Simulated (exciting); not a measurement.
# Ge3Pd (Pm-3m) in exciting: reference runs

Aim: a first look at Ge3Pd with PBEsol, on the cell as given.

Everything below comes from runs of exciting (release sodium). Logs are shortened: lines on timing, memory, paths and dates and some standing lists are left out, and cuts for length are marked.

**1. The structure**

The structure is cubic, space group Pm-3m (No. 221). The conventional cell has a = 4.142 Å, b = 4.142 Å, c = 4.142 Å, α = 90.00°, β = 90.00°, γ = 90.00°. Pd (site symmetry m-3m) is surrounded by 12 Ge at 2.93 Å. Ge (site symmetry 4/mmm) has 4 Pd at 2.93 Å and 8 Ge at 2.93 Å as nearest neighbours.

The cell comes from a database or a generator and needn't be the stable form of this composition.

**2. Single point, PBEsol**

Input file input.xml:

```xml
<input>
  <title>Ge3Pd</title>
  <structure speciespath="./" tshift="false">
    <crystal scale="1">
      <basevect>7.827289071901 0.000000000000 0.000000000000</basevect>
      <basevect>0.000000000000 7.827289071901 0.000000000000</basevect>
      <basevect>0.000000000000 0.000000000000 7.827289071901</basevect>
    </crystal>
    <species speciesfile="Pd.xml" rmt="2.3">
      <atom coord="0.000000000000 0.000000000000 0.000000000000"/>
    </species>
    <species speciesfile="Ge.xml" rmt="2">
      <atom coord="0.500000000000 0.500000000000 0.000000000000"/>
      <atom coord="0.500000000000 0.000000000000 0.500000000000"/>
      <atom coord="0.000000000000 0.500000000000 0.500000000000"/>
    </species>
  </structure>
  <groundstate do="fromscratch" ngridk="7 7 7" rgkmax="9" gmaxvr="14" lmaxapw="10" lmaxmat="10" lmaxvr="8" xctype="GGA_PBE_SOL" stype="Fermi Dirac" swidth="0.00183747" nempty="18" ValenceRelativity="iora*" epsengy="1e-05" epspot="1e-05" maxscl="60" tforce="true" outputlevel="normal"/>
</input>
```

Potentials or basis: all-electron LAPW+lo, shipped species files, valence relativity iora*.

Started as:

```bash
$ OMP_NUM_THREADS=1 exciting_smp
```

INFO.OUT:

```text
================================================================================
EXCITING SODIUM started
[... 10 lines left out ...]

 Lattice vectors (cartesian) :
      7.8272890719      0.0000000000      0.0000000000
      0.0000000000      7.8272890719      0.0000000000
      0.0000000000      0.0000000000      7.8272890719

 Reciprocal lattice vectors (cartesian) :
      0.8027281540      0.0000000000      0.0000000000
      0.0000000000      0.8027281540      0.0000000000
      0.0000000000      0.0000000000      0.8027281540

 Unit cell volume                           :     479.5502475520
 Brillouin zone volume                      :       0.5172559387

 Species :    1 (Pd)
     parameters loaded from                 :    Pd.xml
     name                                   :    palladium
     nuclear charge                         :     -46.00000000
     electronic charge                      :      46.00000000
     atomic mass                            :  193991.79260000
     muffin-tin radius                      :       2.30000000
     # of radial points in muffin-tin       :     350

     atomic positions (lattice) :
       1 :   0.00000000  0.00000000  0.00000000

 Species :    2 (Ge)
     parameters loaded from                 :    Ge.xml
     name                                   :    germanium
     nuclear charge                         :     -32.00000000
     electronic charge                      :      32.00000000
     atomic mass                            :  132359.93290000
     muffin-tin radius                      :       2.00000000
     # of radial points in muffin-tin       :     350

     atomic positions (lattice) :
       1 :   0.50000000  0.50000000  0.00000000
       2 :   0.50000000  0.00000000  0.50000000
       3 :   0.00000000  0.50000000  0.50000000

 Total number of atoms per unit cell        :       4

 Spin treatment                             :    spin-unpolarised

 Number of Bravais lattice symmetries       :      48
 Number of crystal symmetries               :      48

 k-point grid                               :       7    7    7
 Total number of k-points                   :      20
 k-point set is reduced with crystal symmetries

 R^MT_min * |G+k|_max (rgkmax)              :       9.00000000
[... 20 lines left out ...]

 Maximum Hamiltonian size                   :     802
 Maximum number of plane-waves              :     747
 Total number of local-orbitals             :      55

 Exchange-correlation type                  :      22
     PBEsol, Phys. Rev. Lett. 100, 136406 (2008)
     Generalised gradient approximation (GGA)

[... 20 lines left out ...]
+ SCF iteration number :    1                                                  +
++++++++++++++++++++++++++++++++++++++++++++++++++++++++++++++++++++++++++++++++
 Total energy                               :    -11297.12683994
 _______________________________________________________________
 Fermi energy                               :         0.33399793
 Kinetic energy                             :     11716.65683157
 Coulomb energy                             :    -22638.71437569
 Exchange energy                            :      -366.93261076
 Correlation energy                         :        -8.13668506
[... 476 lines left out ...]
 RMS change in effective potential (target) :  0.340606E-08  ( 0.100000E-04)
 Absolute change in total energy   (target) :  0.136476E-05  ( 0.100000E-04)
 Charge distance                   (target) :  0.593758E-09  ( 0.100000E-04)
 Abs. change in max-nonIBS-force   (target) :   0.00000      ( 0.500000E-04)

++++++++++++++++++++++++++++++++++++++++++++++++++++++++++++++++++++++++++++++++
| Convergency criteria checked for the last 2 iterations                       +
| Convergence targets achieved. Performing final SCF iteration                 +
++++++++++++++++++++++++++++++++++++++++++++++++++++++++++++++++++++++++++++++++
 Total energy                               :    -11337.32598805
 _______________________________________________________________
 Fermi energy                               :         0.30025091
 Kinetic energy                             :     11692.09022133
 Coulomb energy                             :    -22653.10826293
 Exchange energy                            :      -368.15835218
 Correlation energy                         :        -8.14959426

 DOS at Fermi energy (states/Ha/cell)       :        56.99703816

 Electron charges :
     core                                   :        82.00000000
     core leakage                           :         0.00955220
     valence                                :        60.00000000
     interstitial                           :         9.39580474
     charge in muffin-tin spheres :
                  atom     1    Pd          :        44.25966296
                  atom     2    Ge          :        29.44817743
                  atom     3    Ge          :        29.44817743
                  atom     4    Ge          :        29.44817743
     total charge in muffin-tins            :       132.60419526
     total charge                           :       142.00000000

++++++++++++++++++++++++++++++++++++++++++++++++++++++++++++++++++++++++++++++++
+ Self-consistent loop stopped                                                 +
++++++++++++++++++++++++++++++++++++++++++++++++++++++++++++++++++++++++++++++++
 STATE.OUT is written

--------------------------------------------------------------------------------
- Writing atomic positions and forces                                          -
--------------------------------------------------------------------------------

 Atomic positions (lattice) :
 atom     1  Pd  :     0.00000000    0.00000000    0.00000000
 atom     2  Ge  :     0.50000000    0.50000000    0.00000000
 atom     3  Ge  :     0.50000000    0.00000000    0.50000000
 atom     4  Ge  :     0.00000000    0.50000000    0.50000000

 Total atomic forces including IBS (cartesian) :
 atom     1  Pd  :     0.00000000   -0.00000000   -0.00000000
 atom     2  Ge  :    -0.00000000    0.00000000   -0.00000000
 atom     3  Ge  :    -0.00000000   -0.00000000    0.00000000
 atom     4  Ge  :    -0.00000000    0.00000000    0.00000000

 Atomic force components including IBS (cartesian) :
 atom     1  Pd  :     0.00000000   -0.00000000    0.00000000   HF force
                 :    -0.00000000    0.00000000   -0.00000000   core correction
                 :     0.00000000    0.00000000    0.00000000   IBS correction
 atom     2  Ge  :    -0.00000000   -0.00000000    0.00000000   HF force
                 :     0.00000000   -0.00000000    0.00000000   core correction
                 :     0.00000000   -0.00000000    0.00000000   IBS correction
 atom     3  Ge  :    -0.00000000   -0.00000000   -0.00000000   HF force
                 :     0.00000000    0.00000000   -0.00000000   core correction
                 :    -0.00000000   -0.00000000    0.00000000   IBS correction
 atom     4  Ge  :     0.00000000    0.00000000    0.00000000   HF force
                 :     0.00000000   -0.00000000   -0.00000000   core correction
                 :    -0.00000000   -0.00000000    0.00000000   IBS correction

********************************************************************************
[... 7 lines left out ...]
| EXCITING SODIUM stopped                                                      =
================================================================================
```

WARNINGS.OUT:

```text
Inversion symmetry is present. Consider using input%groundstate%solver%type = "inversionsymmetry"
```

Wall time 3.7 min (1 thread of Intel Xeon 6975P-C (Granite Rapids), shared host); peak memory 0.21 GiB.

Results:

```
Free energy                                       : -308504.3740 eV
Band gap on the k mesh                            : none (metal or under the smearing width)
All electrons inside the program's atomic spheres : Pd 44.26; Ge 29.45 (radii Pd 2.3, Ge 2.0 bohr)
```

Levels at points of the mesh, in eV from the Fermi level:
```
           k point  band 28  band 29  band 30  band 31  band 32  band 33
(0.00, 0.00, 0.00)    -2.65    -1.56    -1.56     0.82     2.99     2.99
```

Caveat: the log's total energy holds no entropy term; the free energy is that total less TS from the occupations.
